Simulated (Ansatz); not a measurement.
CH5BTe, SMILES CB[TeH], a rigid scan of one bond angle

Program: the Python package of Ansatz (0.2.0).

`bend_ch5bte.py`:
```python
"""Bending curve of CH5BTe."""

import ansatz as az
from ase import Atoms

SETTINGS = {
    "basis": "def2-SVP",
    "xc": "hf",
    "force_tol": 0.02,
}


def main() -> None:
    atoms = Atoms(["C", "B", "Te", "H", "H", "H", "H", "H"], positions=[
        [-0.1741, 0.7813, -0.6526],
        [0.0528, 0.0744, 0.7043],
        [-0.6161, -2.0222, 0.9524],
        [-1.2412, 0.8669, -0.857],
        [0.1726, 1.8551, -0.6279],
        [0.2804, 0.2998, -1.4925],
        [0.6398, 0.6378, 1.5889],
        [0.978, -2.5503, 0.3286],
    ])

    # relax first, so that the scan starts from a minimum
    first = (
        az.Crystal.molecule_from_ase(atoms).calculation()
        .basis(gaussian=SETTINGS["basis"])
        .functional(SETTINGS["xc"])
        .relax(force_tolerance=SETTINGS["force_tol"], max_steps=80)
    )
    atoms.positions = first.run(threads=1, pin="off").report["positions_ang"]

    rows = []
    for angle in [85, 95, 105, 115, 125, 140, 160]:
        bent = atoms.copy()
        bent.set_angle(1, 2, 7, angle, indices=[7])
        job = (
            az.Crystal.molecule_from_ase(bent).calculation()
            .basis(gaussian=SETTINGS["basis"])
            .functional(SETTINGS["xc"])
        )
        rows.append((angle, job.run(threads=1, pin="off").report["free_energy_ev"]))
    floor = min(e for _, e in rows)
    for angle, e in rows:
        print(f"angle B1-Te2-H7 = {angle:3d} deg   {1000 * (e - floor):9.1f} meV")


if __name__ == "__main__":
    main()
```

```console
$ python bend_ch5bte.py
angle B1-Te2-H7 =  85 deg       106.1 meV
angle B1-Te2-H7 =  95 deg         0.0 meV
angle B1-Te2-H7 = 105 deg        40.7 meV
angle B1-Te2-H7 = 115 deg       212.4 meV
angle B1-Te2-H7 = 125 deg       500.6 meV
angle B1-Te2-H7 = 140 deg      1115.1 meV
angle B1-Te2-H7 = 160 deg      2121.2 meV
```

Caveats:
- The scan is rigid, and the energies are electronic, in a modest basis. The zero is the lowest point of the grid, which needn't be the minimum.
- def2 sets replace the cores of elements past krypton by effective core potentials.
- Finished in 53 s on 1 thread of Arm Neoverse V1, on a shared host, peak memory 0.22 GiB.
